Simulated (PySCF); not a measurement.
# Cl2Ga2H4: the cost of one run

Computed with PySCF 2.14.0, with density-fitted response routines of our own, on a single molecule in the gas phase. Atoms are numbered from 0 throughout.

## (1) The molecule as given

8 atoms, charge 0, multiplicity 1; geometry from: GFN2-xTB. The atoms were then displaced at random by about 0.01 Å, so the start is not that level's minimum.

Bonds of the start (Å): Cl0–Ga1 2.26, Ga1–Cl2 2.29, Cl2–Ga3 2.24, Ga3–Cl0 2.27, Ga1–H4 1.55, Ga1–H5 1.56, Ga3–H6 1.56, Ga3–H7 1.56.

## (2) Geometry optimisation at PBE0-D3(BJ)/def2-SVP

What the job is given:

```
{"job": {"xc": "PBE0", "basis": "def2-SVP", "d3": "d3bj", "grid": 1, "shake": 0.01, "kind": "geom"}, "charge": 0, "multiplicity": 1}
Cl     0.108270     0.088130    -1.594490
Ga     1.617600     0.108290     0.090490
Cl    -0.105190    -0.114250     1.581860
Ga    -1.587370    -0.108640    -0.103220
H      2.452080    -1.200000     0.037110
H      2.245100     1.528020     0.223670
H     -2.239150    -1.521910    -0.231980
H     -2.436220     1.201230    -0.055900
```

Started as:

```sh
> OMP_NUM_THREADS=1 python probes_run.py task.json out
```

The driver reads the jobs from task.json and runs them one after another.

Q: Estimate the wall time and peak memory of this first job on 1 thread of Arm Neoverse V2, shared host.

About 66 s, with a peak of 0.56 GiB.
